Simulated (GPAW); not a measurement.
Runs of GPAW 26.7.0 on CdF2. Symmetry: Fm-3m, No. 225, cubic system. Conventional cell: a = 5.388 Å, b = 5.388 Å, c = 5.388 Å, α = 90.00°, β = 90.00°, γ = 90.00°. Around Cd (site symmetry m-3m) lie 8 F at 2.33 Å. Around F (site symmetry -43m) lie 4 Cd at 2.33 Å. 

| cell | target pressure | gap on the mesh (eV) | pressure (GPa) |
| --- | --- | --- | --- |
| relaxed | - | 3.00 | 0.1 |
| relaxed to 20 GPa | 20 GPa | 3.43 | 20.0 |
| relaxed to 5 GPa | 5 GPa | (b) | 5.0 |
| relaxed to 2 GPa | 2 GPa | 3.06 | 2.2 |
| relaxed to 10 GPa | 10 GPa | (a) | 9.8 |

Alike in all rows: task relaxation of cell and atoms; level PBEsol; potentials or basis PAW data sets generated in the run's folder for this functional, pw; no spin polarisation; k mesh 9 × 9 × 9; cutoff (eV) 800; smearing fermi-dirac 0.05 eV.

Fill in the values left out.

(a) 3.24; (b) 3.13.

Caveats: later steps reuse the first step's grids; an odd mesh through Γ misses points on the zone boundary, where band edges often lie.

A k mesh can miss the band edges, and the runs leave out spin-orbit coupling on Cd.

Runs at the PBE level aren't shown here.
